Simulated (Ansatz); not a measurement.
Set up this calculation in Ansatz 0.2.0, as the native input.

* Task: single point
* Functional: PBEsol
* Potentials or basis: Ansatz PAW
* Cutoff: 420 eV (not typed: the program's choice for these potentials)
* k mesh: 6 × 6 × 6
* Occupations: fermi-dirac, width 0.05 eV
* Spin: collinear spin, ferromagnetic start
* Starting moments: [4.0, 4.0, 4.0, 4.0, 0.0, 0.0, 0.0, 0.0] μB

The system is MnSi.

```xyz
8
Lattice="4.5480 0.0000 0.0000 0.0000 4.5480 0.0000 0.0000 0.0000 4.5480" Properties=species:S:1:pos:R:3 pbc="T T T"
Mn    3.9492    2.9000    1.6470
Mn    2.9503    1.7065    3.9100
Mn    1.6426    3.8881    2.9138
Mn    0.5806    0.6387    0.6558
Si    0.7353    1.5843    2.9236
Si    1.5709    2.9573    0.6972
Si    2.9907    0.7284    1.5596
Si    3.8808    3.7857    3.9116
```

The cell isn't the ideal one: atoms moved at random, drawn with an rms of 0.05 Å.

These files were run (other wordings do the same):

input.yaml

```yaml
crystal:
  lattice:
    - [4.548, 0.0, 0.0]
    - [0.0, 4.548, 0.0]
    - [0.0, 0.0, 4.548]
  atoms:
    - { symbol: Mn, position: [0.868327, 0.637647, 0.362142], spin: 4.0 }
    - { symbol: Mn, position: [0.648695, 0.375226, 0.85972], spin: 4.0 }
    - { symbol: Mn, position: [0.361164, 0.854912, 0.640679], spin: 4.0 }
    - { symbol: Mn, position: [0.127652, 0.140431, 0.144193], spin: 4.0 }
    - { symbol: Si, position: [0.161682, 0.348357, 0.64284] }
    - { symbol: Si, position: [0.345411, 0.650248, 0.1533] }
    - { symbol: Si, position: [0.657582, 0.160149, 0.342929] }
    - { symbol: Si, position: [0.853296, 0.832397, 0.860062] }
hamiltonian:
  xc: pbesol
  pseudopotentials: { kind: paw }
magnetization:
  spin_polarized: true
kpoints:
  mp_grid: { grid: [6, 6, 6] }
scf:
  occupations: { method: fermi_dirac, width: 0.05 }
output:
  forces: true
  stress: true
  eigenvalues: true
```

Potentials or basis: Ansatz PAW.

Launch:

```bash
$ ansatz run input.yaml --threads 4 --pin off --max-ram 11264MiB --backend cpu --events-out ev --progress --plain --runs-dir out
```

Results of the run:

```json
{
  "Pressure": "-9.8 GPa",
  "Largest force": "1.142 eV/Å",
  "Band gap on the k mesh": "none (metal or under the smearing width)",
  "Net moment": "3.90 μB per cell",
  "Absolute moment": "4.50 μB per cell",
  "Site moments": "Mn +0.98, +1.06, +0.92; Si -0.04 μB"
}
```

Caveat: the PAW data sets come from PBE, with cores solved anew for the run's functional, which leaves a small shift of forces and pressure.

Run time: 66 s on 4 threads of Arm Neoverse V2 (shared host), peak memory 1 GiB.
